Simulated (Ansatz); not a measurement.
# CH₇BSi₂: small, medium and large basis sets

One table from this session's results is given with a row withheld; the runs are named, their logs left out.

The runs use Ansatz 0.2.0, Gaussian basis; one geometry, several basis sets.

Levels to be run: PBE0-D4/def2-SVP; ωB97M-V/def2-SVP; PBE0-D4/def2-QZVPP; ωB97M-V/def2-QZVPP; the functionals' def2-TZVPP values are taken from earlier runs.

### The relaxed structure

All runs share one geometry, relaxed beforehand with PBE0-D4 in a triple-zeta def2 set.

SMILES `[SiH3]C1B[SiH2]1`, 11 atoms, charge 0, spin multiplicity 1.

Atoms are counted from 1 here; the program's logs count them from 0.

Bond lengths: Si1–C2 1.871 Å, Si1–H5 1.486 Å, Si1–H6 1.488 Å, Si1–H7 1.485 Å, C2–B3 1.510 Å, C2–Si4 1.919 Å, C2–H8 1.093 Å, B3–Si4 1.938 Å, B3–H9 1.187 Å, Si4–H10 1.481 Å, Si4–H11 1.484 Å. Angles: C2–Si1–H5 110.4°, C2–Si1–H6 109.4°, C2–Si1–H7 110.7°, H5–Si1–H6 108.6°, H5–Si1–H7 109.3°, H6–Si1–H7 108.3°, Si1–C2–B3 118.3°, Si1–C2–Si4 104.4°, Si1–C2–H8 106.9°, B3–C2–Si4 67.6°, B3–C2–H8 121.9°, Si4–C2–H8 134.0°, C2–B3–Si4 66.3°, C2–B3–H9 137.5°, Si4–B3–H9 149.9°, C2–Si4–B3 46.1°, C2–Si4–H10 111.5°, C2–Si4–H11 119.5° and more.

Geometry (Å):

```mol
CH7BSi2
  3D, bonds by distance, orders not assigned

 11 11  0  0  0  0  0  0  0  0999 V2000
   -0.9720    1.0655   -0.4379 Si  0  0
   -0.4133   -0.5289    0.3671 C   0  0
    0.6613   -0.4587    1.4258 B   0  0
    1.3396   -0.8379   -0.3494 Si  0  0
   -1.4999    0.8008   -1.8012 H   0  0
   -2.0539    1.6780    0.3797 H   0  0
    0.1521    2.0326   -0.5251 H   0  0
   -1.3033   -1.1510    0.4891 H   0  0
    0.7385   -0.5843    2.6037 H   0  0
    1.6739    0.1430   -1.4068 H   0  0
    1.7423   -2.2161   -0.7246 H   0  0
  1  2  8  0
  2  3  8  0
  3  4  8  0
  1  5  8  0
  1  6  8  0
  1  7  8  0
  2  8  8  0
  3  9  8  0
  4 10  8  0
  4 11  8  0
  2  4  8  0
M  END
```

The first run:

File in.yaml:

```yaml
crystal:
  periodic: [false, false, false]
  atoms:
    - {symbol: Si, position_ang: [-0.972019, 1.065501, -0.437867]}
    - {symbol: C, position_ang: [-0.413284, -0.528919, 0.367119]}
    - {symbol: B, position_ang: [0.661325, -0.458735, 1.425788]}
    - {symbol: Si, position_ang: [1.339647, -0.837890, -0.349358]}
    - {symbol: H, position_ang: [-1.499880, 0.800770, -1.801153]}
    - {symbol: H, position_ang: [-2.053930, 1.678001, 0.379743]}
    - {symbol: H, position_ang: [0.152072, 2.032595, -0.525058]}
    - {symbol: H, position_ang: [-1.303279, -1.151007, 0.489128]}
    - {symbol: H, position_ang: [0.738486, -0.584349, 2.603657]}
    - {symbol: H, position_ang: [1.673864, 0.143002, -1.406760]}
    - {symbol: H, position_ang: [1.742297, -2.216070, -0.724639]}
basis:
  gaussian: {orbitals: def2-SVP}
hamiltonian: {xc: pbe0, dispersion: d4}
output: {orbitals: {seedname: orbitals}}
```

Run with:

```bash
$ ansatz run in.yaml --threads 2 --pin off --events-out ev --progress --plain --max-ram 4352MiB
```

Steps of the session up to this table: PBE0-D4 in def2-SVP; ωB97M-V in def2-SVP; PBE0-D4 in def2-QZVPP; ωB97M-V in def2-QZVPP.

One of the session's tables, all rows but one given; the rest of the session is left out.

It belongs to the step «Functionals by basis». 

| functional | basis | HOMO (eV) | LUMO (eV) |
| --- | --- | --- | --- |
| PBE0-D4 | def2-SVP | -6.85 | -1.91 |
| PBE0-D4 | def2-TZVPP | -6.86 | -1.96 |
| PBE0-D4 | def2-QZVPP | -6.86 | -1.98 |
| ωB97M-V | def2-SVP | -8.89 | 0.15 |
| ωB97M-V | def2-TZVPP | -8.93 | -0.01 |
| ωB97M-V | def2-QZVPP | ? | ? |

**Question.** Estimate the row for ωB97M-V, def2-QZVPP.

The run gave: HOMO (eV): -8.93; LUMO (eV): -0.07.
